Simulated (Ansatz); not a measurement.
# Ta2F: the cost of one run

Computed with Ansatz 0.2.0 (DFT PBE, scalar-relativistic, plane waves, PAW, unless a step's input says otherwise).

### Step 1. The structure to begin with

It takes space group C2 (No. 5, monoclinic). The conventional cell has a = 6.399 Å, b = 3.458 Å, c = 4.182 Å, α = 90.00°, β = 91.59°, γ = 90.00°. Ta (site symmetry 1) has 1 Ta at 1.90 Å and 1 F at 2.05 Å as nearest neighbours. F (site symmetry 2) has 2 Ta at 2.05 Å as nearest neighbours.

Coordinates:

```cif
data_structure
_symmetry_space_group_name_H-M 'P 1'
_symmetry_Int_Tables_number 1
_cell_length_a 3.6367
_cell_length_b 3.6367
_cell_length_c 4.1818
_cell_angle_alpha 91.397
_cell_angle_beta 91.397
_cell_angle_gamma 56.780
_cell_volume 46.25
loop_
_atom_site_label
_atom_site_type_symbol
_atom_site_fract_x
_atom_site_fract_y
_atom_site_fract_z
_atom_site_occupancy
Ta1 Ta 0.01409 0.76786 0.84024 1
Ta2 Ta 0.23214 0.98591 0.15976 1
F1 F 0.75378 0.24622 0.50000 1
```

Recipe of the guess: species swapped into a database cell of TeSe2 (C2, No. 5), with F on the Te sites and Ta on the Se sites. Its size is a rough estimate.

### Step 2. Probe: one point on a coarse mesh

The input, input.yaml:

```yaml
crystal:
  lattice:
    - [3.19933156, -1.72915964, 0.0]
    - [3.19933156, 1.72915964, 0.0]
    - [-0.1158775, 0.0, 4.18018671]
  atoms:
    - { symbol: Ta, position: [0.01408546, 0.76786292, 0.84024209] }
    - { symbol: Ta, position: [0.23213708, 0.98591454, 0.15975791] }
    - { symbol: F, position: [0.75377846, 0.24622154, 0.5] }
basis:
  ecutwfc: 420
kpoints:
  mp_grid: { grid: [6, 6, 4] }
hamiltonian:
  xc: pbe
scf:
  occupations: { method: gaussian, width: 0.1 }
  lower_state_search: "off"
output:
  forces: true
  stress: true
  eigenvalues: true
```

Started as:

```sh
$ ansatz run input.yaml --threads 1 --pin off --max-ram 2560MiB --backend cpu --events-out ev --progress --plain --runs-dir out
```

What time and memory should one allow on 1 thread of Intel Xeon Platinum 8488C (Sapphire Rapids), shared host?

About 3.7 s, with a peak of 0.41 GiB.
